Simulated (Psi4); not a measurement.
**SiNH2F2 (SMILES [NH][SiH](F)F) at UB3LYP/6-31G(d) (Cartesian functions)**

Aim: the vertical electron affinity of SiNH2F2 at UB3LYP/6-31G* (Cartesian functions), from 2 runs. The job is set up through a Python script.

Program for the calculation: Psi4 1.11.

1 further run of the same task is left out (set aside as unsound or not needed).

### Step 1. The molecule

SiNH2F2: 6 atoms, total charge 0, spin state doublet. SMILES: `[NH][SiH](F)F`. The shape is that of a PBE0-D4/def2-TZVP optimisation. This is one conformer, not always the lowest.

Bond lengths: N1–Si2 1.727 Å, Si2–F3 1.580 Å, Si2–F4 1.587 Å, N1–H5 1.021 Å, Si2–H6 1.473 Å. Angles: N1–Si2–F3 107.9°, N1–Si2–F4 114.0°, F3–Si2–F4 106.4°, N1–Si2–H6 109.2°, F3–Si2–H6 109.9°, F4–Si2–H6 109.3°, Si2–N1–H5 116.5°.

### Step 2. Energy and forces at UB3LYP/6-31G(d) (Cartesian functions)

File f2h2nsi.py:

```python
import psi4

psi4.set_memory('2200 MB')
psi4.set_num_threads(1)
psi4.core.set_output_file('output.dat', False)

geom = psi4.geometry("""
0 2
N     -0.025400     1.001700    -0.903700
Si     0.188000    -0.244900     0.273000
F      1.578700    -0.941400    -0.004700
F     -0.908600    -1.390200     0.207400
H     -0.977800     1.156700    -1.236500
H      0.187200     0.354100     1.618300
symmetry c1
no_reorient
no_com
""")

psi4.set_options({
    'reference': 'uks',
    'puream': False,
    'e_convergence': 1e-09,
    'd_convergence': 1e-08,
    'scf_type': 'pk',
    'dft_radial_points': 99,
    'dft_spherical_points': 590,
    'maxiter': 100,
})

E, wfn = psi4.gradient("b3lyp/6-31G*", return_wfn=True)
psi4.oeprop(wfn, "MULLIKEN_CHARGES", "DIPOLE", "MAYER_INDICES")
print('gradient / Eh bohr^-1')
print(E.np.round(6))
print(f'energy = {wfn.energy():.10f} Eh')
for k, v in sorted(psi4.core.scalar_variables().items()):
    print(f'{k:45s} {v:18.10f}')
```

Run with:

```sh
$ python f2h2nsi.py
```

output.dat:

```text
[...]
  Running in c1 symmetry.
[...]
  Nuclear repulsion =  175.745953143268281
[...]
  Multiplicity = 2
[...]
  Nalpha       = 21
  Nbeta        = 20
[...]
    Number of basis functions: 68
[...]
   @UKS iter   1:  -545.00640793282628   -4.56025e-01   1.01215e-02 DIIS/ADIIS
[...]
   @UKS iter  15:  -545.19783925952470   -1.59162e-12   2.65720e-09 DIIS
[...]
   @S^2 Observed:                7.527157295E-01
[...]
    Orbital Energies [Eh]
    ---------------------
    Alpha Occupied:
       1A    -66.218273     2A    -24.705842     3A    -24.702893
       4A    -14.379344     5A     -5.359716     6A     -3.720486
       7A     -3.718832     8A     -3.716983     9A     -1.208026
      10A     -1.188463    11A     -0.868133    12A     -0.576899
      13A     -0.503770    14A     -0.489194    15A     -0.480593
      16A     -0.445962    17A     -0.431133    18A     -0.420292
      19A     -0.389828    20A     -0.340225    21A     -0.322170
    Alpha Virtual:
      22A      0.046393    23A      0.052926    24A      0.066090
      25A      0.134274    26A      0.158805    27A      0.175022
[...]
  @UKS Final Energy:  -545.19783925952470
   => Energetics <=
    Nuclear Repulsion Energy =            175.7459531432682809
    One-Electron Energy =               -1105.3242457874218871
    Two-Electron Energy =                 424.4348404619452140
    DFT Exchange-Correlation Energy =     -40.0543870773162780
    Empirical Dispersion Energy =           0.0000000000000000
    VV10 Nonlocal Energy =                  0.0000000000000000
    Total Energy =                       -545.1978392595246987
[...]
  -Total Gradient:
     Atom            X                  Y                   Z
    ------   -----------------  -----------------  -----------------
       1       -0.002150159645    -0.005663750329     0.003289393951
       2        0.000455627262    -0.005810940706    -0.007512356329
       3       -0.011629143647     0.005269179673     0.002449886070
       4        0.009431427087     0.008537676848     0.000724811717
       5        0.003834173607    -0.000796642618     0.002057185875
       6        0.000141477976    -0.001508665582    -0.001031795526
[...]
 Multipole Moments:
 ------------------------------------------------------------------------------------
     Multipole            Electronic (a.u.)      Nuclear  (a.u.)        Total (a.u.)
 ------------------------------------------------------------------------------------
 L = 1.  Multiply by 2.5417464519 to convert [e a0] to [Debye]
 Dipole X            :        -15.1980639           14.5404977           -0.6575663
 Dipole Y            :         30.3747295          -30.0283151            0.3464145
 Dipole Z            :          0.6816450           -0.5627604            0.1188845
 Magnitude           :                                                    0.7526818
[...]
  Mulliken Charges: (a.u.)
   Center  Symbol    Alpha    Beta     Spin     Total
       1     N     4.26806  3.27064  0.99742 -0.53869
       2    SI     6.49070  6.49173 -0.00103  1.01757
       3     F     4.68062  4.67615  0.00446 -0.35677
       4     F     4.68222  4.68063  0.00159 -0.36285
       5     H     0.31665  0.35083 -0.03417  0.33252
       6     H     0.56175  0.53003  0.03172 -0.09178
   Total alpha = 21.00000, Total beta = 20.00000, Total charge =  0.00000
  Mayer Bond Indices:
[...]
```

On the terminal:

```text
gradient / Eh bohr^-1
[[-0.00215  -0.005664  0.003289]
 [ 0.000456 -0.005811 -0.007512]
 [-0.011629  0.005269  0.00245 ]
 [ 0.009431  0.008538  0.000725]
 [ 0.003834 -0.000797  0.002057]
 [ 0.000141 -0.001509 -0.001032]]
energy = -545.1978392595 Eh
CURRENT ENERGY                                   -545.1978392595
CURRENT REFERENCE ENERGY                         -545.1978392595
DD SOLVATION ENERGY                                 0.0000000000
DFT FUNCTIONAL TOTAL ENERGY                      -545.1978392595
DFT TOTAL ENERGY                                 -545.1978392595
DFT VV10 ENERGY                                     0.0000000000
DFT XC ENERGY                                     -40.0543870773
GRID ELECTRONS ALPHA                               20.9999999276
GRID ELECTRONS BETA                                19.9999999387
GRID ELECTRONS TOTAL                               40.9999998663
NUCLEAR REPULSION ENERGY                          175.7459531433
ONE-ELECTRON ENERGY                             -1105.3242457874
PCM POLARIZATION ENERGY                             0.0000000000
PE ENERGY                                           0.0000000000
SCF ITERATION ENERGY                             -545.1978392595
SCF ITERATIONS                                     15.0000000000
SCF TOTAL ENERGY                                 -545.1978392595
TWO-ELECTRON ENERGY                               424.4348404619
XC GRID RADIAL POINTS                              99.0000000000
XC GRID SPHERICAL POINTS                          590.0000000000
XC GRID TOTAL POINTS                           336100.0000000000
```

It took 26 s on 1 thread of AMD EPYC 7R43 (Zen 3), shared host; peak memory 0.82 GiB.

### Step 3. The singlet anion: the energy at B3LYP/6-31G(d) (Cartesian functions)

File f2h2nsi.py:

```python
import psi4

psi4.set_memory(2200000000)
psi4.set_num_threads(1)
psi4.core.set_output_file('psi4.out', False)

geom = psi4.geometry("""
-1 1
N
Si 1 1.727476
F 2 1.579961 1 107.88634
F 2 1.586993 3 106.4282 1 122.77384
H 1 1.020709 2 116.54767 3 144.56884
H 2 1.472628 3 109.8986 4 118.27165
symmetry c1
""")

psi4.set_options({
    'basis': '6-31G*',
    'puream': False,
    'e_convergence': 1e-09,
    'd_convergence': 1e-08,
    'scf_type': 'pk',
    'dft_radial_points': 99,
    'dft_spherical_points': 590,
})

energy_value, wavefunction = psi4.energy("b3lyp", return_wfn=True)
psi4.oeprop(wavefunction, "LOWDIN_CHARGES", "MULLIKEN_CHARGES", "WIBERG_LOWDIN_INDICES", title="B3LYP")
print(f'total energy {energy_value:.8f} hartree = {energy_value * 27.211386:.5f} eV')
for k, v in sorted(psi4.core.scalar_variables().items()):
    print(f'{k:45s} {v:18.10f}')
```

Run with:

```sh
$ python f2h2nsi.py
```

psi4.out:

```text
[...]
  Running in c1 symmetry.
[...]
  Nuclear repulsion =  175.745952744507747
[...]
  Multiplicity = 1
[...]
  Nalpha       = 21
  Nbeta        = 21
[...]
    Number of basis functions: 68
[...]
   @RKS iter   1:  -544.79578139274736   -2.45398e-01   1.51084e-02 ADIIS/DIIS
[...]
   @RKS iter  12:  -545.25196983225112   -1.06866e-11   9.55458e-09 DIIS
[...]
    Orbital Energies [Eh]
    ---------------------
    Doubly Occupied:
       1A    -65.955202     2A    -24.482432     3A    -24.480252
       4A    -14.006713     5A     -5.095423     6A     -3.457421
       7A     -3.454458     8A     -3.451180     9A     -0.987146
      10A     -0.968669    11A     -0.501029    12A     -0.342418
      13A     -0.280019    14A     -0.258223    15A     -0.243207
      16A     -0.215339    17A     -0.206158    18A     -0.182448
      19A     -0.122359    20A      0.010446    21A      0.047086
[...]
  @RKS Final Energy:  -545.25196983225112
   => Energetics <=
    Nuclear Repulsion Energy =            175.7459527445077470
    One-Electron Energy =               -1115.9035710659752567
    Two-Electron Energy =                 435.2093947464352368
    DFT Exchange-Correlation Energy =     -40.3037462572188758
    Empirical Dispersion Energy =           0.0000000000000000
    VV10 Nonlocal Energy =                  0.0000000000000000
    Total Energy =                       -545.2519698322511204
[...]
 Multipole Moments:
 ------------------------------------------------------------------------------------
     Multipole            Electronic (a.u.)      Nuclear  (a.u.)        Total (a.u.)
 ------------------------------------------------------------------------------------
 L = 1.  Multiply by 2.5417464519 to convert [e a0] to [Debye]
 Dipole X            :         -2.2756838            1.8490650           -0.4266188
 Dipole Y            :         -1.8938847            2.1156366            0.2217519
 Dipole Z            :          4.1960118           -2.6554614            1.5405504
 Magnitude           :                                                    1.6138380
[...]
  Mulliken Charges: (a.u.)
   Center  Symbol    Alpha    Beta     Spin     Total
       1     N     3.95561  3.95561  0.00000 -0.91123
       2    SI     6.63219  6.63219  0.00000  0.73562
       3     F     4.70161  4.70161  0.00000 -0.40321
       4     F     4.70520  4.70520  0.00000 -0.41041
       5     H     0.40703  0.40703  0.00000  0.18595
       6     H     0.59836  0.59836  0.00000 -0.19672
   Total alpha = 21.00000, Total beta = 21.00000, Total charge = -1.00000
  Lowdin Charges: (a.u.)
   Center  Symbol    Alpha    Beta     Spin     Total
[...]
```

The script printed:

```text
total energy -545.25196983 hartree = -14837.06182 eV
CURRENT ENERGY                                   -545.2519698323
CURRENT REFERENCE ENERGY                         -545.2519698323
DD SOLVATION ENERGY                                 0.0000000000
DFT FUNCTIONAL TOTAL ENERGY                      -545.2519698323
DFT TOTAL ENERGY                                 -545.2519698323
DFT VV10 ENERGY                                     0.0000000000
DFT XC ENERGY                                     -40.3037462572
GRID ELECTRONS ALPHA                               20.9999999268
GRID ELECTRONS BETA                                20.9999999268
GRID ELECTRONS TOTAL                               41.9999998535
NUCLEAR REPULSION ENERGY                          175.7459527445
ONE-ELECTRON ENERGY                             -1115.9035710660
PCM POLARIZATION ENERGY                             0.0000000000
PE ENERGY                                           0.0000000000
SCF ITERATION ENERGY                             -545.2519698323
SCF ITERATIONS                                     12.0000000000
SCF TOTAL ENERGY                                 -545.2519698323
TWO-ELECTRON ENERGY                               435.2093947464
XC GRID RADIAL POINTS                              99.0000000000
XC GRID SPHERICAL POINTS                          590.0000000000
XC GRID TOTAL POINTS                           336099.0000000000
```

It took 12 s on 1 thread of AMD EPYC 7R43 (Zen 3), shared host; peak memory 0.81 GiB.

### Step 4. What came out

Level: UB3LYP/6-31G* (Cartesian functions).

```
                                                            quantity          value
                                       doublet SiNH2F2: total energy  -545.19784 Eh
                                      doublet SiNH2F2: dipole moment         1.91 D
                 doublet SiNH2F2: HOMO energy (highest over α and β)       -8.21 eV
                  doublet SiNH2F2: LUMO energy (lowest over α and β)       -4.28 eV
                                               doublet SiNH2F2: ⟨S²⟩          0.753
                           doublet SiNH2F2: largest force on an atom     0.668 eV/Å
                                         singlet anion: total energy  -545.25197 Eh
                                          singlet anion: HOMO energy        1.28 eV
                                          singlet anion: LUMO energy        7.26 eV
singlet anion: HOMO–LUMO gap (to an unbound level, set by the basis)        5.98 eV
                   vertical electron affinity (to the singlet anion)       1.473 eV
```

**Reading.** At fixed nuclei the extra electron is bound by 1.47 eV (142 kJ/mol). The basis has no diffuse functions, so the error can be as large as this value. The largest force (doublet SiNH2F2) is 0.67 eV/Å: the shape isn't a stationary point for this species at this level. Mulliken charges (doublet SiNH2F2) run from -0.54 on N1 to +1.02 on Si2; they depend strongly on the basis. Mulliken charges (singlet anion) run from -0.91 on N1 to +0.74 on Si2; they depend strongly on the basis. The HOMO (singlet anion) lies at positive energy, 1.28 eV; only total energies tell whether the electron is bound.
